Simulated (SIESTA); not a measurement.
## ScAlN2: band structure with PBEsol

The system is ScAlN2.

```xyz
8
Lattice="-2.1995 2.1995 4.1986 2.1995 -2.1995 4.1986 2.1995 2.1995 -4.1986" Properties=species:S:1:pos:R:3 pbc="T T T"
Sc    0.0000    0.0000    0.0000
Sc    0.0000    2.1995    2.0993
Al    0.0000    0.0000    4.1986
Al    2.1995    0.0000    2.0993
N     0.0000    0.0000    6.1931
N     2.1995    0.0000    0.1048
N     0.0000    0.0000    2.2042
N     2.1995    0.0000    4.0938
```

The cell comes from a database or a generator and needn't be the stable form of this composition.

```
Program             : SIESTA 5.4.2
Task                : band structure
Functional          : PBEsol
Potentials or basis : PseudoDojo 0.4 standard (PBEsol files)
Basis               : DZP (energy shift 0.003 Ry; two zetas on semicore shells)
Grid cutoff         : 800 Ry
Energy shift        : 0.003 Ry
k mesh              : 9 × 9 × 9
Occupations         : fermi-dirac, width 0.05 eV
Spin                : no spin polarisation
```

The pressure is -4.4 GPa and the largest force is 0.182 eV/Å. The band gap on the k mesh is 0.86 eV, indirect (least direct gap 0.89 eV) and the band gap along the path is 0.80 eV, indirect (least direct gap 0.89 eV).

Forces on the atoms (eV/Å):
```
Sc   0.000  0.000  0.000
Sc   0.000  0.000  0.000
Al   0.000  0.000  0.000
Al   0.000  0.000  0.000
N    0.000  0.000  0.182
N    0.000  0.000 -0.182
N    0.000  0.000 -0.182
N    0.000  0.000  0.182
```

Stress tensor (GPa, compression positive):
```
-4.90  0.00  0.00
 0.00 -4.90  0.00
 0.00  0.00 -3.40
```

Levels at the corners of the path, in eV from the valence-band top:
| point | band 21 | band 22 | band 23 | band 24 | band 25 | band 26 | band 27 | band 28 |
| --- | --- | --- | --- | --- | --- | --- | --- | --- |
| Γ | -1.25 | -0.45 | 0.00 | 0.00 | 0.89 | 2.75 | 2.75 | 3.75 |
| X | -2.08 | -2.08 | -1.38 | -1.38 | 4.30 | 4.30 | 4.45 | 4.45 |
| Y | -2.12 | -2.12 | -1.53 | -1.53 | 3.29 | 3.29 | 4.17 | 4.17 |
| S | -1.78 | -1.73 | -1.39 | -0.95 | 1.33 | 3.02 | 3.71 | 3.97 |
| Γ | -1.25 | -0.45 | 0.00 | 0.00 | 0.89 | 2.75 | 2.75 | 3.75 |
| Z | -0.97 | -0.97 | -0.87 | -0.87 | 0.80 | 0.80 | 2.17 | 2.17 |
| S1 | -1.78 | -1.73 | -1.39 | -0.95 | 1.33 | 3.02 | 3.71 | 3.97 |
| N | -1.71 | -1.36 | -1.20 | -1.05 | 2.22 | 3.82 | 3.93 | 4.46 |
| P | -1.68 | -1.68 | -1.37 | -1.37 | 4.05 | 4.05 | 4.37 | 4.37 |
| Y1 | -2.12 | -2.12 | -1.53 | -1.53 | 3.29 | 3.29 | 4.17 | 4.17 |
| Z | -0.97 | -0.97 | -0.87 | -0.87 | 0.80 | 0.80 | 2.17 | 2.17 |
| X | -2.08 | -2.08 | -1.38 | -1.38 | 4.30 | 4.30 | 4.45 | 4.45 |
| P | -1.68 | -1.68 | -1.37 | -1.37 | 4.05 | 4.05 | 4.37 | 4.37 |

It took 9.8 min on 1 thread of AMD EPYC 7R43 64-Core Processor (Zen 3), with other jobs on the host, peak memory 0.8 GiB.

Caveat: the basis of atomic orbitals isn't converged, which shifts pressures, moduli and gaps.
